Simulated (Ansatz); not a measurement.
# GdN: the cost of one run

Method: DFT PBE, scalar-relativistic, plane waves, PAW, in Ansatz 0.2.0.

3 further runs of the same task are left out: 1 that didn't finish, 2 set aside as unsound or not needed.

## Step 1: The system as given

It takes space group Fm-3m (No. 225, cubic). The conventional cell has a = 4.984 Å, b = 4.984 Å, c = 4.984 Å, α = 90.00°, β = 90.00°, γ = 90.00°. Gd (site symmetry m-3m) is surrounded by 6 N at 2.49 Å. Around N (site symmetry m-3m) lie 6 Gd at 2.49 Å.

As a file:

```
Gd N
1.0
     0.00000    2.49220    2.49220
     2.49220    0.00000    2.49220
     2.49220    2.49220    0.00000
Gd N
1 1
Cartesian
  2.4922 2.4922 2.4922
  0.0000 0.0000 0.0000
```

This cell was relaxed beforehand with the same method: volume 15.48 Å³/atom, gap on the mesh none (metal), site moments up to 6.9 μB.

## Step 2: Bulk reference on the slab's mesh

input.yaml

```yaml
crystal:
  lattice:
    - [3.5245063086, 0.0, 0.0]
    - [-1.7622531543, 3.052311999, 0.0]
    - [1.7622531543, 1.017437333, 2.8777473504]
  atoms:
    - { symbol: Gd, position: [0.0, 0.5, 0.5], spin: 7.55 }
    - { symbol: "N", position: [0.0, 0.0, 0.0] }
basis:
  ecutwfc: 420
kpoints:
  mp_grid: { grid: [12, 12, 12] }
hamiltonian:
  xc: pbe
scf:
  occupations: { method: gaussian, width: 0.1 }
output:
  forces: true
  stress: true
  eigenvalues: true
  populations: true
  write_density: true
  write_potential: true
  elf: true
  volumetric_format: npy
magnetization:
  spin_polarized: true
```

The run is started by

```sh
$ ansatz run input.yaml --threads 4 --pin off --max-ram 10240MiB --backend cpu --events-out ev --progress --plain --runs-dir out
```

Q: Estimate wall time and peak memory on 4 threads of Arm Neoverse V2, shared host.

About 2.6 s, with a peak of 0.39 GiB.
